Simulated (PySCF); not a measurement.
# C₆H₉FO: magnetic properties

Aim: compute the magnetic properties of C₆H₉FO (`CO[C@@H]1C[C@@]12C[C@@H]2F`).

Computed with PySCF 2.14.0 and routines of our own; the level stands in each step. Atoms count from 0.

## 1. The system as given

17 atoms, charge 0, multiplicity 1; geometry from: GFN2-xTB.

## 2. Magnetic properties: GIAO B97-2/pcSseg-1

Job settings and geometry (Å):

```
{"job": {"kind": "mag", "xc": "B97-2", "basis": "pcSseg-1", "isotopologues": 2}, "charge": 0, "multiplicity": 1}
C      2.696898     0.204171     0.543377
O      1.356677     0.265579     0.977419
C      0.501054    -0.521555     0.216449
C     -0.044614    -0.004917    -1.104039
C     -0.912233    -0.105895     0.095609
C     -2.255505    -0.631243     0.451754
C     -1.846537     0.770845     0.824850
F     -2.436261     1.801387     0.149715
H      2.800047     0.566097    -0.485384
H      3.266859     0.843035     1.214339
H      3.081796    -0.821336     0.598652
H      0.715669    -1.590242     0.279615
H     -0.186426    -0.705490    -1.913733
H      0.250597     0.986538    -1.415237
H     -2.977753    -0.737164    -0.344665
H     -2.348195    -1.363241     1.240097
H     -1.669070     1.055460     1.854551
```

Method: GIAO B97-2/pcSseg-1 magnetisability, rotational g tensor and spin-rotation constants, non-relativistic, gas phase.

On the command line:

```
$ OMP_NUM_THREADS=1 python excited_run.py task.json out
```

The driver reads the jobs from task.json and runs them one after another.

Log:

```text
coarse grid: 14272 points
cycle   1  E = -408.6985224949  dE =  1.308e+00  |g| = 7.017e-01  |ddm| = 3.659e+00
cycle   2  E = -408.6182244613  dE =  8.030e-02  |g| = 9.987e-01  |ddm| = 1.403e+00
cycle   3  E = -408.7870327553  dE = -1.688e-01  |g| = 9.021e-02  |ddm| = 9.037e-01
cycle   4  E = -408.7883828392  dE = -1.350e-03  |g| = 3.991e-02  |ddm| = 9.815e-02
cycle   5  E = -408.7887306523  dE = -3.478e-04  |g| = 8.072e-03  |ddm| = 4.239e-02
cycle   6  E = -408.7887432494  dE = -1.260e-05  |g| = 2.744e-03  |ddm| = 9.542e-03
cycle   7  E = -408.7887448420  dE = -1.593e-06  |g| = 4.941e-04  |ddm| = 2.518e-03
final grid: 138408 points
cycle   8  E = -408.8446630918  dE = -7.734e-05  |g| = 7.795e-03  |ddm| = 3.635e-02
cycle   9  E = -408.8446534094  dE =  9.682e-06  |g| = 1.107e-02  |ddm| = 1.202e-02
cycle  10  E = -408.8446717091  dE = -1.830e-05  |g| = 6.685e-04  |ddm| = 7.942e-03
cycle  11  E = -408.8446717922  dE = -8.311e-08  |g| = 2.771e-04  |ddm| = 1.003e-03
cycle  12  E = -408.8446718078  dE = -1.560e-08  |g| = 6.318e-05  |ddm| = 2.949e-04
cycle  13  E = -408.8446718086  dE = -7.281e-10  |g| = 1.914e-05  |ddm| = 6.713e-05
converged SCF energy = -408.8446718086

Magnetisability tensor (1e-30 J/T^2)
    -1311.90      -18.30      -66.56
      -18.30    -1348.81       33.96
      -66.56       33.96    -1296.29
isotropic -1319.00   principal values   -1375.81  -1355.60  -1225.59
isotropic susceptibility -79.432 1e-6 cm^3/mol

Inertial axes            a          b          c
rot. const./GHz      4.3133     1.1719     1.1105
chi total           -79.019    -80.406    -78.872
chi diamagnetic    -383.574  -1111.442  -1161.189
chi paramagnetic    304.556   1031.036   1082.317
quadrupole/D A        0.702     -0.675     -0.027
g nuclear            0.6099     0.5668     0.5629
g electronic        -0.6171    -0.5676    -0.5646
g total             -0.0073    -0.0008    -0.0017

Spin-rotation constants (kHz, H = +C I.J)
atom  isotope        aa         bb         cc
  7    19F        2.358      0.439      0.255
  8     1H       -0.462     -0.123      0.060
  9     1H       -0.361      0.012     -0.090
 10     1H       -0.291      0.005     -0.108
 11     1H       -0.300     -0.005     -0.101
 12     1H       -0.475     -0.036     -0.074
 13     1H       -0.473     -0.045     -0.059
 14     1H       -0.231     -0.087     -0.085
 15     1H       -0.487     -0.095     -0.014
 16     1H       -0.427     -0.039     -0.003
  0    13C*       0.632      0.279      0.250
  1    17O*      -0.500     -0.053     -0.088
  2    13C*       1.057      0.162      0.283
  3    13C*       0.599      0.096      0.210
  4    13C*       0.954      0.104      0.143
  5    13C*       0.612      0.199      0.120
  6    13C*       0.916      0.349      0.195
* in the singly substituted isotopologue

Isotopologues: g along a, b, c
2H    at 8,9,10,11,12,1    -0.0065    -0.0008    -0.0015
13C   at 0                 -0.0073    -0.0008    -0.0017
```

It took 38 s on 1 thread of Arm Neoverse V1, shared host; peak memory 0.8 GiB.

From this job:

```tsv
quantity	value
magnetisability	-1319·10⁻³⁰ J/T²
molar susceptibility	-79.4·10⁻⁶ cm³/mol
rotational g (a, b, c)	-0.0073, -0.0008, -0.0017
```

The fields below are evaluated on a grid from the run's orbitals.

Frontier orbitals at B97-2/pcSseg-1, with the share of their density that lies nearest to each atom:

```tsv
orbital	energy (eV)	lies on
HOMO	-7.00	O1 38 %; C3 15 %; C2 11 %
LUMO	1.53	H11 18 %; H12 14 %; H8, H10 about 10 % each
```

ELF in a plane through or near 7 of the atoms.

Values, 10 rows by 14 columns:
```
0.00 0.00 0.00 0.00 0.00 0.00 0.00 0.00 0.00 0.00 0.00 0.00 0.00 0.00
0.00 0.00 0.00 0.00 0.00 0.00 0.00 0.00 0.00 0.00 0.00 0.00 0.00 0.00
0.00 0.00 0.01 0.15 0.00 0.01 0.00 0.01 0.95 0.99 0.12 0.00 0.00 0.00
0.00 0.00 0.97 1.00 0.11 0.67 0.55 0.01 0.92 0.99 0.24 0.01 0.00 0.00
0.00 0.00 0.56 0.92 0.39 0.78 0.60 0.26 0.87 0.26 0.57 0.04 0.00 0.00
0.00 0.00 0.04 0.82 0.85 0.09 0.58 0.56 0.29 0.26 0.59 0.43 0.00 0.00
0.00 0.00 0.01 0.46 0.24 0.14 0.72 0.27 0.50 0.04 0.90 0.84 0.00 0.00
0.00 0.00 0.00 0.00 0.00 0.03 0.79 1.00 0.72 0.00 0.01 0.00 0.00 0.00
0.00 0.00 0.00 0.00 0.00 0.00 0.16 0.80 0.12 0.00 0.00 0.00 0.00 0.00
0.00 0.00 0.00 0.00 0.00 0.00 0.00 0.00 0.00 0.00 0.00 0.00 0.00 0.00
```
The map spans 11.8 Å across and 9.6 Å up, centred on the molecule. Atoms in the plane (x, y in Å): C0 (-2.7, 0.4), C3 (0.0, -1.2), C4 (0.9, -0.1), C6 (1.8, 0.9), H9 (-3.3, 1.3), H12 (0.2, -2.2), H16 (1.7, 2.0).

On the surface of density 0.002 e/bohr³ the electrostatic potential runs, from the 1st to the 99th percentile, from -1.34 V near O1 to 0.80 V near H11.

## 3. Magnetic properties: GIAO OLYP/6-31++G** in chloroform, grid 4

The job, as its differences from that of step 2:

```diff
@@ -1,2 +1,2 @@
-{"job": {"kind": "mag", "xc": "B97-2", "basis": "pcSseg-1", "isotopologues": 2}, "charge": 0, "multiplicity": 1}
+{"job": {"kind": "mag", "xc": "OLYP", "basis": "6-31++G**", "grid": 4, "solvent": "chloroform"}, "charge": 0, "multiplicity": 1}
 C      2.696898     0.204171     0.543377
```

Method: GIAO OLYP/6-31++G** magnetisability, non-relativistic, IEF-PCM chloroform.

Log:

```text
coarse grid: 14272 points
cycle   1  E = -408.8767885434  dE =  1.080e+00  |g| = 7.182e-01  |ddm| = 6.060e+00
cycle   2  E = -408.6237695870  dE =  2.530e-01  |g| = 1.324e+00  |ddm| = 1.367e+01
cycle   3  E = -408.9847419880  dE = -3.610e-01  |g| = 1.802e-01  |ddm| = 1.153e+01
cycle   4  E = -408.9912152090  dE = -6.473e-03  |g| = 5.848e-02  |ddm| = 7.021e-01
cycle   5  E = -408.9919399846  dE = -7.248e-04  |g| = 1.500e-02  |ddm| = 1.945e-01
cycle   6  E = -408.9919824236  dE = -4.244e-05  |g| = 6.390e-03  |ddm| = 7.643e-02
cycle   7  E = -408.9919913240  dE = -8.900e-06  |g| = 1.125e-03  |ddm| = 1.710e-02
final grid: 370120 points
cycle   8  E = -408.9140826717  dE = -3.866e-05  |g| = 2.128e-02  |ddm| = 3.667e-01
cycle   9  E = -408.9138639553  dE =  2.187e-04  |g| = 3.967e-02  |ddm| = 1.641e-01
cycle  10  E = -408.9141731273  dE = -3.092e-04  |g| = 3.990e-03  |ddm| = 1.175e-01
cycle  11  E = -408.9141769944  dE = -3.867e-06  |g| = 2.635e-04  |ddm| = 1.691e-02
cycle  12  E = -408.9141770078  dE = -1.331e-08  |g| = 1.178e-04  |ddm| = 1.234e-03
cycle  13  E = -408.9141770110  dE = -3.261e-09  |g| = 2.629e-05  |ddm| = 3.045e-04
cycle  14  E = -408.9141770112  dE = -1.406e-10  |g| = 8.427e-06  |ddm| = 8.366e-05
converged SCF energy = -408.9141770112

Magnetisability tensor (1e-30 J/T^2)
    -1300.76      -19.54      -64.59
      -19.54    -1331.65       38.69
      -64.59       38.69    -1280.76
isotropic -1304.39   principal values   -1362.19  -1340.31  -1210.66
isotropic susceptibility -78.552 1e-6 cm^3/mol

Inertial axes            a          b          c
rot. const./GHz      4.3133     1.1719     1.1105
chi total           -78.304    -79.236    -78.116
chi diamagnetic    -384.094  -1112.446  -1162.209
chi paramagnetic    305.790   1033.210   1084.094
quadrupole/D A        0.145     -0.410      0.265
```

Wall time 63 s (1 thread of Arm Neoverse V1, shared host); peak memory 0.89 GiB.

From this job:

```tsv
quantity	value
magnetisability	-1304·10⁻³⁰ J/T²
molar susceptibility	-78.6·10⁻⁶ cm³/mol
```

## 4. Outcome

| quantity | value |
| --- | --- |
| magnetisability (step 2, GIAO B97-2/pcSseg-1) | -1319·10⁻³⁰ J/T² |
| molar susceptibility (step 2, GIAO B97-2/pcSseg-1) | -79.4·10⁻⁶ cm³/mol |
| rotational g (a, b, c) (step 2, GIAO B97-2/pcSseg-1) | -0.0073, -0.0008, -0.0017 |
| surface potential, 1st and 99th percentile | -1.34 V and 0.80 V |

**Reading.** The values above hold for this geometry and these levels alone. Vibrational averaging and real surroundings are missing from these values.
